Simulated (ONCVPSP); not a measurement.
# Pseudopotential generation for zirconium: ONCV, PBEsol

Do these settings give a usable potential? It is generated, then checked for transferability, scattering, ghosts and hardness.

The numbers are computed with ONCVPSP 4.0.1.1 (patched build) (PBEsol, scalar-relativistic, spin-unpolarised reference atom).

## Step 1: Settings

The settings as typed:

* element: zirconium (Zr, Z = 40)
* type: optimised norm-conserving Vanderbilt (ONCV)
* frozen core: [Ar] 3d10 4s2
* valence charge: 10
* reference configuration: 4p6 4d2 5s2
* partial waves: 5s: rc 2.90 bohr, ncon 4, nbas 8, qcut 1.9 1/bohr, 1 projector; 4p: rc 1.65 bohr, ncon 3, nbas 7, qcut 8.1 1/bohr, 2 projectors, debl 1.8 Ha; 4d: rc 1.85 bohr, ncon 3, nbas 7, qcut 4.6 1/bohr, 2 projectors, debl 3.6 Ha; f scattering state at 0.15 Ha: rc 2.25 bohr, ncon 4, nbas 7, qcut 5.7 1/bohr, 2 projectors, debl 3.5 Ha
* local potential: polynomial inside 1.25 bohr (lpopt 5, dvloc0 1 Ha)
* core correction: Teter function, parameters optimised by the program

## Step 2: The generation run

Zr.dat

```
# ATOM AND REFERENCE CONFIGURATION
# atsym  z   nc   nv     iexc    psfile
  Zr 40.00    7    3  -116133      upf
#
#   n    l    f
    1    0    2.00
    2    0    2.00
    2    1    6.00
    3    0    2.00
    3    1    6.00
    3    2   10.00
    4    0    2.00
    4    1    6.00
    4    2    2.00
    5    0    2.00
#
# PSEUDOPOTENTIAL AND OPTIMIZATION
# lmax
    3
#
#   l,   rc,      ep,       ncon, nbas, qcut
    0    2.90    0.00    4    8    1.90
    1    1.65    0.00    3    7    8.10
    2    1.85    0.00    3    7    4.60
    3    2.25    0.15    4    7    5.70
#
# LOCAL POTENTIAL
# lloc, lpopt,  rc(5),   dvloc0
    4    5    1.25    1.00
#
# VANDERBILT-KLEINMAN-BYLANDER PROJECTORs
# l, nproj, debl
    0    1    1.20
    1    2    1.80
    2    2    3.60
    3    2    3.50
#
# MODEL CORE CHARGE
# icmod, fcfact, rcfact
    4    0.65    0.00
#
# LOG DERIVATIVE ANALYSIS
# epsh1, epsh2, depsh
   -3.00    5.00    0.02
#
# OUTPUT GRID
# rlmax, drl
    6.00    0.01
#
# TEST CONFIGURATIONS
# ncnf
    4
# nvcnf
#   n    l    f
    3
    4    1    6.00
    4    2    2.00
    5    0    1.00
#
    3
    4    1    6.00
    4    2    2.00
    5    0    0.00
#
    3
    4    1    6.00
    4    2    1.00
    5    0    0.00
#
    3
    4    1    6.00
    4    2    2.50
    5    0    1.50
#
```

Started as:

```bash
$ oncvpsp.x < Zr.dat > Zr.out
```

What does the calculation give? Wanted: cutoffs for 1 and 0.1 mHa per electron, occupied waves; bound ghosts; GHOST(+) flags; largest test error; largest phase difference near zero energy, channels read; rms error of d²Exc/dn², without and with the model core.

**Answer**, as computed:

```
                                                quantity                                       value
  cutoffs for 1 and 0.1 mHa per electron, occupied waves                             20 Ha and 55 Ha
                                            bound ghosts                             s at -130.73 eV
                                          GHOST(+) flags                          none at low energy
                            largest test error (AE − PS)  -23 meV, for 4p6 4d2 5s0 (1 test unsolved)
largest phase difference near zero energy, channels read                                   0.055 rad
 rms error of d²Exc/dn², without and with the model core                           3.58 and 0.29 mHa
```

**Reading.** It has a bound ghost (s), a state that the atom doesn't have, and that rules the file out. The worst unpolarised test, 4p6 4d2 5s0, is off by 23 meV on 20.1 eV; by total energies transferability rates as good where solved. Atomic tests can pass in spite of a ghost, since they solve only for the levels asked. Of the tests 1 gave no usable energy difference, which is a warning in itself. The potential is of middling hardness: the looser tolerance needs 20 Ha. The tighter tolerance needs 55 Ha, and converged work needs a cutoff nearer that. Near zero energy the largest phase difference among the channels read is 0.05 rad, in the s channel. These are tests on the free atom; a crystal test is still owed.
